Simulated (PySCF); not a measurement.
# [TeCl3]+: structure of the singlet

Where does singlet [TeCl3]+ go from a PBE minimum start, is the end point a minimum, and what are its modes, charges and moments?

Method: PBE, basis Te def2-SVP with ECP28, Cl def2-SVP, scalar-relativistic core potentials, no spin–orbit coupling, density fitting; program: PySCF 2.14.0.

## (1) Starting geometry

4 atoms, charge 1, spin multiplicity 1.

Bond lengths: Te1–Cl2 2.328 Å, Te1–Cl3 2.328 Å, Te1–Cl4 2.328 Å. Angles: Cl2–Te1–Cl3 100.8°, Cl2–Te1–Cl4 100.8°, Cl3–Te1–Cl4 100.8°.

```xyz
4
charge 1 multiplicity 1
Te    0.0000    0.0000   -0.4757
Cl    2.0709    0.0000    0.5884
Cl   -1.0354    1.7934    0.5884
Cl   -1.0354   -1.7934    0.5884
```

## (2) The SCF at the typed geometry

One driver script runs all steps and calls PySCF; scf.py shows how it sets up the SCF of each step. The optimiser is the driver's own. After this first run the driver tries any further starts and a stability analysis.

scf.py reads:

```python
from pyscf import gto, scf, dft
mol = gto.M(atom='''
Te     0.000000    -0.000000    -0.475678
Cl     2.070854    -0.000012     0.588381
Cl    -1.035417     1.793418     0.588381
Cl    -1.035438    -1.793406     0.588381''',
    basis={'Te': 'def2-SVP', 'Cl': 'def2-SVP'},
    ecp={'Te': 'def2-SVP'},
    charge=1, spin=0)
mf = dft.RKS(mol, xc='PBE')
mf.grids.atom_grid = (50, 194)
aux = {'Te': 'def2-universal-JKFIT', 'Cl': 'def2-universal-JKFIT'}
mf = mf.density_fit(auxbasis=aux)
mf.conv_tol = 1e-08
mf.diis_space = 10
mf.max_cycle = 60
mf.init_guess = 'minao'
mf.verbose = 4
mf.kernel()
```

Launch:

```console
OMP_NUM_THREADS=2 python axn.py task.json out
```

After this run come: PBE minimum start, singlet: relaxation; Frequencies.

Before running it: what results should come out? Wanted: minimum; geometry; wavenumbers; dipole moment; highest occupied, lowest empty level; polar-tensor charge of Te1; zero-point energy.

As calculated:

```
                            quantity                                     value
                             minimum                              singlet, C3v
                            geometry  Te–Cl 2.328 Å (×3); Cl–Te–Cl 100.7° (×3)
                  wavenumbers (cm⁻¹)      116 (e), 144 (a1), 388 (e), 388 (a1)
      dipole moment (centre of mass)                                    1.52 D
highest occupied, lowest empty level                          -13.50, -9.67 eV
          polar-tensor charge of Te1                                   +1.66 e
                   zero-point energy                                9.2 kJ/mol
                 entropy at 298.15 K                           339.5 J/(mol K)
```

**Reading.** The PBE minimum start keeps its C3v symmetry and ends in a minimum. In the infrared the band at 388 cm⁻¹ (e, stretch) leads. Other starts or spin states, not run here, may lie lower. Spin–orbit coupling is left out.
